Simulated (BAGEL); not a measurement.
# CH3BFNO (SMILES NC1(F)BO1) at B3LYP/6-31G(d) (density fitting with qzvpp-jkfit, spherical functions)

Aim: the energy change on altering one bond length of CH3BFNO at B3LYP/6-31G* (density fitting with qzvpp-jkfit, spherical functions), from 2 runs. 

Program for the calculation: BAGEL 1.2.2.

4 further runs of the same task are left out: 4 set aside as unsound or not needed.

**1. The structure to begin with**

CH3BFNO has 8 atoms, charge 0, and is taken as a singlet. SMILES: `NC1(F)BO1`. The shape is that of a PBE0-D4/def2-TZVP optimisation. This is one conformer, not always the lowest.

Bond lengths: N1–C2 1.387 Å, C2–F3 1.372 Å, C2–B4 1.510 Å, C2–O5 1.462 Å, B4–O5 1.335 Å, N1–H6 1.009 Å, N1–H7 1.013 Å, B4–H8 1.182 Å. Some angles: N1–C2–F3 113.8°, N1–C2–B4 127.1°, N1–C2–O5 115.3°, F3–C2–B4 118.6°, F3–C2–O5 108.3°, B4–C2–O5 53.3°, C2–B4–O5 61.5°, C2–O5–B4 65.2°, C2–N1–H6 112.2°, C2–N1–H7 112.6°.

**2. A single-point energy at B3LYP/6-31G(d) (density fitting with qzvpp-jkfit, spherical functions)**

The input, calc.json:

```json
{ "bagel" : [

{
  "title" : "molecule",
  "basis" : "6-31gs.json",
  "df_basis" : "qzvpp-jkfit",
  "angstrom" : true,
  "geometry" : [
    { "atom" : "N", "xyz" : [   -0.431000,    1.148400,    0.184600 ] },
    { "atom" : "C", "xyz" : [    0.054100,   -0.061200,   -0.289600 ] },
    { "atom" : "F", "xyz" : [    0.122100,   -0.132700,   -1.658300 ] },
    { "atom" : "B", "xyz" : [    0.337600,   -1.307200,    0.515100 ] },
    { "atom" : "O", "xyz" : [    1.346900,   -0.473000,    0.255300 ] },
    { "atom" : "H", "xyz" : [   -1.439500,    1.170100,    0.211400 ] },
    { "atom" : "H", "xyz" : [   -0.075300,    1.941600,   -0.336200 ] },
    { "atom" : "H", "xyz" : [    0.177200,   -2.343100,    1.061900 ] }
  ]
},
{
  "title" : "ks",
  "xc_func" : "b3lyp"
},
{
  "title" : "print",
  "file" : "orbitals.molden",
  "orbitals" : true
}

]}
```

The basis set 6-31G* is read from a file made from the Basis Set Exchange's data (not shown).

On the command line:

```console
$ BAGEL_NUM_THREADS=1 BAGEL calc.json > calc.out
```

What it wrote:

```text
* using 1 threads per process

  ===============================================================
  ===============================================================

  *** Geometry ***

  { "atom" : "N", "xyz" : [     -0.814472,      2.170161,      0.348843 ] },
  { "atom" : "C", "xyz" : [      0.102234,     -0.115651,     -0.547265 ] },
  { "atom" : "F", "xyz" : [      0.230736,     -0.250767,     -3.133733 ] },
  { "atom" : "B", "xyz" : [      0.637972,     -2.470250,      0.973398 ] },
  { "atom" : "O", "xyz" : [      2.545272,     -0.893840,      0.482447 ] },
  { "atom" : "H", "xyz" : [     -2.720261,      2.211169,      0.399488 ] },
  { "atom" : "H", "xyz" : [     -0.142296,      3.669092,     -0.635326 ] },
  { "atom" : "H", "xyz" : [      0.334859,     -4.427817,      2.006700 ] },

  Number of auxiliary basis functions:      435

  Since a DF basis is specified, we compute 2- and 3-index integrals:
    o Being stored without compression. Storage requirement is 0.020 GB

  Number of basis functions:       76
  Number of electrons      :       38

    * METHOD: MOLECULE                             0.19

  *** Kohn-Sham DFT ***

    * Removing 15871 points whose weight is below 1.00e-10
    * Grid points: 103377

  === Nuclear Repulsion ===
   167.4112862257

       - DIIS with orbital gradients will be used.

  === KS iteration (b3lyp / 6-31gs.json) ===
      0       -263.45853397          0.14693268           0.30
      1       -231.71104967          0.19911161           0.29
      2       -248.32112481          0.20616512           0.29
      3       -286.87868933          0.10616071           0.29
      4       -286.54313766          0.13878895           0.28
      5       -292.86548385          0.06402769           0.28
      6       -293.97652544          0.03802351           0.28
      7       -293.64098450          0.05333102           0.28
      8       -294.53477885          0.00722050           0.28
      9       -294.53509983          0.00697744           0.28
     10       -294.55458642          0.00064247           0.28
     11       -294.55474488          0.00007445           0.28
     12       -294.55474587          0.00005839           0.28
     13       -294.55474698          0.00002459           0.28
     14       -294.55474717          0.00000831           0.28
     15       -294.55474720          0.00000193           0.28
     16       -294.55474720          0.00000066           0.28
     17       -294.55474720          0.00000021           0.28
     18       -294.55474720          0.00000008           0.29
     19       -294.55474720          0.00000003           0.28
     20       -294.55474720          0.00000002           0.29
     21       -294.55474720          0.00000001           0.29
    * SCF iteration converged.

    * Permanent dipole moment:
           (    0.744318,    -0.192809,    -0.106770) a.u.

    * METHOD: KS                                   6.79

    * METHOD: PRINT                                0.01

  ===============================================================
```

Run time: 7.2 s. Hardware: 1 thread of Arm Neoverse V1, shared host; peak memory 0.37 GiB.

**3. The distorted shape at the same level**

The input, calc.json:

```json
{ "bagel" : [

{
  "title" : "molecule",
  "basis" : "6-31gs.json",
  "df_basis" : "qzvpp-jkfit",
  "angstrom" : "true",
  "geometry" : [
    { "atom" : "N", "xyz" : [   -0.503778,    1.329872,    0.255742 ] },
    { "atom" : "C", "xyz" : [    0.054100,   -0.061200,   -0.289600 ] },
    { "atom" : "F", "xyz" : [    0.122100,   -0.132700,   -1.658300 ] },
    { "atom" : "B", "xyz" : [    0.337600,   -1.307200,    0.515100 ] },
    { "atom" : "O", "xyz" : [    1.346900,   -0.473000,    0.255300 ] },
    { "atom" : "H", "xyz" : [   -1.512278,    1.351572,    0.282542 ] },
    { "atom" : "H", "xyz" : [   -0.148078,    2.123072,   -0.265058 ] },
    { "atom" : "H", "xyz" : [    0.177200,   -2.343100,    1.061900 ] }
  ]
},
{ "title" : "ks", "xc_func" : "b3lyp" },
{ "title" : "print", "file" : "orbitals.molden", "orbitals" : "true" }

]}
```

The basis set 6-31G* is read from a file made from the Basis Set Exchange's data (not shown).

On the command line:

```console
$ BAGEL_NUM_THREADS=1 BAGEL calc.json > calc.out
```

What it wrote:

```text
* using 1 threads per process

  ===============================================================
  ===============================================================

  *** Geometry ***

  { "atom" : "N", "xyz" : [     -0.952002,      2.513094,      0.483282 ] },
  { "atom" : "C", "xyz" : [      0.102234,     -0.115651,     -0.547265 ] },
  { "atom" : "F", "xyz" : [      0.230736,     -0.250767,     -3.133733 ] },
  { "atom" : "B", "xyz" : [      0.637972,     -2.470250,      0.973398 ] },
  { "atom" : "O", "xyz" : [      2.545272,     -0.893840,      0.482447 ] },
  { "atom" : "H", "xyz" : [     -2.857791,      2.554101,      0.533927 ] },
  { "atom" : "H", "xyz" : [     -0.279827,      4.012025,     -0.500887 ] },
  { "atom" : "H", "xyz" : [      0.334859,     -4.427817,      2.006700 ] },

  Number of auxiliary basis functions:      435

  Since a DF basis is specified, we compute 2- and 3-index integrals:
    o Being stored without compression. Storage requirement is 0.020 GB

  Number of basis functions:       76
  Number of electrons      :       38

    * METHOD: MOLECULE                             0.19

  *** Kohn-Sham DFT ***

    * Removing 15394 points whose weight is below 1.00e-10
    * Grid points: 103854

  === Nuclear Repulsion ===
   162.1721748282

       - DIIS with orbital gradients will be used.

  === KS iteration (b3lyp / 6-31gs.json) ===
      0       -258.03930976          0.14661667           0.30
      1       -209.48001071          0.16708006           0.29
      2       -248.40607284          0.19118606           0.29
      3       -273.41811395          0.14603937           0.29
      4       -278.13845811          0.16422243           0.29
      5       -278.81305842          0.16762945           0.29
      6       -279.42103298          0.16521789           0.29
      7       -186.46826452          0.21581131           0.29
      8       -291.84367247          0.06126329           0.29
      9       -289.84586287          0.08329632           0.29
     10       -294.45746944          0.01438218           0.29
     11       -294.48058888          0.01302810           0.29
     12       -294.53223481          0.00309647           0.29
     13       -294.53546800          0.00086249           0.29
     14       -294.53556856          0.00073448           0.29
     15       -294.53577913          0.00008553           0.29
     16       -294.53578149          0.00002820           0.29
     17       -294.53578171          0.00001267           0.29
     18       -294.53578176          0.00000618           0.29
     19       -294.53578176          0.00000604           0.29
     20       -294.53578177          0.00000146           0.29
     21       -294.53578178          0.00000054           0.29
     22       -294.53578178          0.00000009           0.28
     23       -294.53578178          0.00000005           0.28
     24       -294.53578178          0.00000003           0.28
     25       -294.53578178          0.00000001           0.29
     26       -294.53578178          0.00000001           0.29
    * SCF iteration converged.

    * Permanent dipole moment:
           (    0.650126,    -0.029501,    -0.049202) a.u.

    * METHOD: KS                                   8.35

    * METHOD: PRINT                                0.01

  ===============================================================
```

It took 8.7 s on 1 thread of Arm Neoverse V1, shared host; peak memory 0.38 GiB.

**4. What came out**

At B3LYP/6-31G* (density fitting with qzvpp-jkfit, spherical functions):

```
                                                         quantity          value
                                        first shape: total energy  -294.55475 Eh
                                       first shape: dipole moment         1.97 D
                                         first shape: HOMO energy       -7.46 eV
                                         first shape: LUMO energy       -0.43 eV
                                       first shape: HOMO–LUMO gap        7.03 eV
                                    distorted shape: total energy  -294.53578 Eh
                                   distorted shape: dipole moment         1.66 D
                                     distorted shape: HOMO energy       -7.16 eV
                                     distorted shape: LUMO energy       -0.63 eV
                                   distorted shape: HOMO–LUMO gap        6.53 eV
energy change with the N1–C2 bond stretched from 1.387 to 1.595 Å       0.516 eV
```

With the N1–C2 bond stretched from 1.387 to 1.595 Å the energy rises by 0.52 eV (49.8 kJ/mol). The first shape isn't relaxed at this level, so the change isn't measured from a minimum.
